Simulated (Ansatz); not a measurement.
**CH₄MoO₄: how energies converge with the basis set**

The task here is to estimate one member of a computed series from the others.

The runs use Ansatz 0.2.0, Gaussian basis; one geometry, several basis sets.

Plan: PBE0-D4/def2-SVP; ωB97M-V/def2-SVP; PBE0-D4/def2-QZVPP; ωB97M-V/def2-QZVPP; the functionals' def2-TZVPP values are taken from earlier runs.

### Structure used throughout

All runs share one geometry, relaxed beforehand with PBE0-D4 in a triple-zeta def2 set. Mo takes the def2 core potential; no spin-orbit term is included.

10 atoms, charge 0, spin multiplicity 1.

Atoms are counted from 1 here; the program's logs count them from 0.

Bond lengths: C1–O2 1.409 Å, C1–H7 1.093 Å, C1–H8 1.094 Å, C1–H9 1.092 Å, O2–Mo3 1.847 Å, Mo3–O4 1.678 Å, Mo3–O5 1.679 Å, Mo3–O6 1.875 Å, O6–H10 0.961 Å. Angles: O2–C1–H7 109.1°, O2–C1–H8 111.2°, O2–C1–H9 108.9°, H7–C1–H8 109.3°, H7–C1–H9 109.1°, H8–C1–H9 109.3°, C1–O2–Mo3 135.3°, O2–Mo3–O4 108.6°, O2–Mo3–O5 109.3°, O2–Mo3–O6 110.0°, O4–Mo3–O5 109.4°, O4–Mo3–O6 109.2°, O5–Mo3–O6 110.3°, Mo3–O6–H10 122.8°.

The first run:

File in.yaml:

```yaml
crystal:
  periodic: [false, false, false]
  atoms:
    - {symbol: C, position_ang: [-0.337722, -1.515311, 1.020665]}
    - {symbol: O, position_ang: [-0.086361, -0.146836, 0.799591]}
    - {symbol: Mo, position_ang: [-0.109447, 0.972708, -0.669521]}
    - {symbol: O, position_ang: [-0.841892, 0.165529, -1.945857]}
    - {symbol: O, position_ang: [-0.991911, 2.353177, -0.302181]}
    - {symbol: O, position_ang: [1.642529, 1.430633, -1.154831]}
    - {symbol: H, position_ang: [0.591506, -2.005324, 1.321935]}
    - {symbol: H, position_ang: [-0.723293, -1.997177, 0.117692]}
    - {symbol: H, position_ang: [-1.070462, -1.614676, 1.824798]}
    - {symbol: H, position_ang: [2.010154, 2.306077, -1.009292]}
basis:
  gaussian: {orbitals: def2-SVP}
hamiltonian: {xc: pbe0, dispersion: d4}
output: {orbitals: {seedname: orbitals}}
```

The run is started by

```console
$ ansatz run in.yaml --threads 4 --pin off --events-out ev --progress --plain --max-ram 11315MiB
```

Among the steps run: PBE0-D4 in def2-SVP; ωB97M-V in def2-SVP; PBE0-D4 in def2-QZVPP; ωB97M-V in def2-QZVPP.

One table of the session follows, with a row left open; its other results are not shown here.

It belongs to the step «Functionals by basis». 

| functional | basis | HOMO (eV) | LUMO (eV) |
| --- | --- | --- | --- |
| PBE0-D4 | def2-SVP | -8.91 | -1.93 |
| PBE0-D4 | def2-TZVPP | -8.95 | -1.94 |
| PBE0-D4 | def2-QZVPP | -8.98 | -1.97 |
| ωB97M-V | def2-SVP | ? | ? |
| ωB97M-V | def2-TZVPP | -11.30 | 0.22 |
| ωB97M-V | def2-QZVPP | -11.33 | 0.15 |

**Question.** Estimate the row for ωB97M-V, def2-SVP.

As computed: HOMO (eV): -11.23; LUMO (eV): 0.24. In the column «HOMO (eV)» it lies between ωB97M-V, def2-TZVPP (-11.30) and PBE0-D4, def2-QZVPP (-8.98).
